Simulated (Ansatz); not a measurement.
## Bi on several prototypes: a ranking of structure types by relaxed energy, step by step

With Ansatz 0.2.0, Python API.

Typed at the interpreter:
```pycon
>>> import csv
>>> import warnings
>>> import ansatz as az
>>> import numpy as np
>>> import spglib
>>> def sc(first, a):
...     return (
...         az.Lattice.cubic(a)
...         .space_group(221)
...         .atom(first, (0, 0, 0))
...     )
...
>>> def hcp(a_site, a):
...     return (
...         az.Lattice.from_parameters(a, a, 1.633 * a, alpha=90, beta=90, gamma=120)
...         .space_group(194)
...         .atom(a_site, (1 / 3, 2 / 3, 0.25))
...     )
...
>>> def fcc(A, a):
...     return (
...         az.Lattice.fcc(a)
...         .space_group(225)
...         .atom(A, (0, 0, 0))
...         .primitive()
...     )
...
>>> def solve(name, crystal):
...     calc = crystal.calculation()
...     calc = calc.basis(550)
...     calc = calc.functional("lda")
...     calc = calc.kpoints(spacing=0.15).occupations("cold", width=0.1)
...     calc = calc.stress()
...     calc = calc.band_table()
...     calc = calc.relax(force_tolerance=0.01, max_steps=40, cell=True)
...     return calc.run(threads=1, backend="cpu")
...
>>> def volume_per_atom(outcome):
...     return abs(np.linalg.det(outcome.lattice.cell_ang)) / len(outcome.lattice.sites)
...
>>> def pressure_gpa(outcome):
...     return float(np.trace(outcome.report["stress_gpa"]) / 3)
...
>>> def space_group(outcome):
...     sites = outcome.report["lattice"]["sites"]
...     kinds = sorted({site["symbol"] for site in sites})
...     cell = (outcome.lattice.cell_ang, [site["position_frac"] for site in sites], [kinds.index(site["symbol"]) for site in sites])
...     return spglib.get_spacegroup(cell, symprec=0.01)
...
>>> # starting lattice constants are rough guesses; the relaxation finds the rest
>>> warnings.simplefilter("ignore", az.DeckWarning)
>>> phases = {}
>>> phases["sc"] = sc("Bi", 3.38)
>>> phases["hcp"] = hcp("Bi", 3.67)
>>> phases["fcc"] = fcc("Bi", 5.2)
>>> done = {}
>>> for name, crystal in phases.items():
...     done[name] = solve(name, crystal)
...     print(f"{name}: {done[name].report['energy_sigma0_ev']:.4f} eV, {len(done[name].lattice.sites)} atoms")
...
sc: -12085.8481 eV, 1 atoms
hcp: -24171.5004 eV, 2 atoms
fcc: -12085.6981 eV, 1 atoms
>>> energy = {name: o.report["energy_sigma0_ev"] / len(o.lattice.sites) for name, o in done.items()}
>>> lowest = min(energy.values())
>>> rows = [(name, len(o.lattice.sites), 1000 * (energy[name] - lowest), volume_per_atom(o), pressure_gpa(o), space_group(o)) for name, o in done.items()]
>>> rows.sort(key=lambda row: row[2])
>>> with open("prototypes.csv", "w", newline="") as handle:
...     writer = csv.writer(handle)
...     writer.writerow(["phase", "atoms", "dE (meV/atom)", "V (A^3/atom)", "P (GPa)", "space group"])
...     writer.writerows([round(v, 4) if isinstance(v, float) else v for v in row] for row in rows)
...
60
>>> print(open("prototypes.csv").read())
phase,atoms,dE (meV/atom),V (A^3/atom),P (GPa),space group
sc,1,0.0,32.5606,-0.0182,Pm-3m (221)
hcp,2,97.9065,29.4663,-0.0182,P6_3/mmc (194)
fcc,1,149.9532,29.5746,-0.0222,Fm-3m (225)
>>> print("lowest in energy:", rows[0][0])
lowest in energy: sc
```

By space group at the end of each run: Pm-3m (+0 meV an atom, 32.6 Å³), P6_3/mmc (+98 meV an atom, 29.5 Å³) and Fm-3m (+150 meV an atom, 29.6 Å³).

Notes:
- Absolute energies stand on the zero of these potentials, so only differences at equal settings mean something.
- Pressure is positive in compression.
- Spin-orbit coupling, which matters for elements this heavy, is left out.
- The cells are built on prototypes, so most aren't the phase found in nature. Rows bear the name of their start, and a relaxation keeps or raises the symmetry. Differences under 10 to 15 meV an atom lie within the error of mesh and functional.
- Finished in 2.1 min on 1 thread of Arm Neoverse V1 (shared host), peak memory 0.53 GiB.
